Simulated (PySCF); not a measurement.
# O4Re: the cost of one run

Programs: PySCF 2.14.0, with routines of our own; each step states its level. All values are computed. Atoms count from 0.

### 1 The starting structure

5 atoms, charge -1, multiplicity 1; geometry from: GFN2-xTB.

### 2 Optimising the geometry at PBE0-D3(BJ)/def2-SVP

What the job is given:

```
{"job": {"xc": "PBE0", "basis": "def2-SVP", "d3": "d3bj", "grid": 1, "maxiter": 30, "shake": 0.01, "kind": "geom"}, "charge": -1, "multiplicity": 1}
O     -0.419410    -1.324750    -0.989980
Re    -0.003800    -0.003920    -0.005700
O     -0.286920     1.452550    -0.836140
O     -0.895080    -0.024240     1.407120
O      1.638780    -0.133620     0.386810
```

Command:

```sh
OMP_NUM_THREADS=1 python heavy_run.py task.json out
```

This one command runs all jobs of the session in turn.

**Question.** How long does this first job take on 1 thread of Arm Neoverse V1, shared host, and how much memory does it need?

About 22 s, with a peak of 0.37 GiB.
